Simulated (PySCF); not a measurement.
# C4H9Cl3GeO (Ge(OtBu)Cl3): the cost of one run

Programs: PySCF 2.14.0, with density-fitted response routines of our own. Each step states its level of theory. These are calculated values for one molecule in the gas phase, unless marked as measured. Atoms count from 0, in the outputs and in this text.

**1. Starting geometry**

18 atoms, charge 0, multiplicity 1; geometry from: GFN2-xTB. The atoms were then displaced at random by about 0.03 Å, so the start is not that level's minimum.

Bonds of the start (Å): Ge0–O1 1.74, Ge0–Cl15 2.09, Ge0–Cl16 2.24, Ge0–Cl17 2.04, O1–C2 1.46, C2–C3 1.42, C2–C4 1.55, C2–C5 1.52, C3–H6 1.15, C3–H7 1.12, C3–H8 1.04, C4–H9 1.08, C4–H10 1.14, C4–H11 1.13, C5–H12 1.14, C5–H13 1.06, C5–H14 1.09.

**2. Geometry optimisation at PBE0-D3(BJ)/def2-SVP**

What the job is given:

```
{"job": {"xc": "PBE0", "basis": "def2-SVP", "d3": "d3bj", "grid": 1, "maxiter": 40, "shake": 0.03, "kind": "geom"}, "charge": 0, "multiplicity": 1}
Ge     1.359330    -0.303780    -2.060810
O      1.015640     0.058370    -0.389380
C     -0.175110     0.073190     0.449860
C     -0.983040    -1.035520     0.102990
C      0.431120    -0.148940     1.855690
C     -0.820370     1.451790     0.361830
H     -1.892490    -1.057830     0.805480
H     -1.414470    -0.877990    -0.913320
H     -0.579460    -1.986700     0.218150
H      0.944060    -1.092710     1.975760
H     -0.395660    -0.119610     2.639310
H      1.167760     0.661050     2.144740
H     -1.282750     1.609710    -0.665970
H     -0.148150     2.240490     0.603000
H     -1.643380     1.462990     1.078670
Cl     3.240570     0.564160    -2.304840
Cl    -0.087180     0.814410    -3.349010
Cl     1.207280    -2.296190    -2.474430
```

Launch:

```bash
$ OMP_NUM_THREADS=2 python probes_run.py task.json out
```

One launch serves the whole session: the jobs run in the order shown.

Q: Estimate the wall time and peak memory of this first job on 2 threads of Intel Xeon 6975P-C, shared host.

About 2.4 min, with a peak of 1.2 GiB.
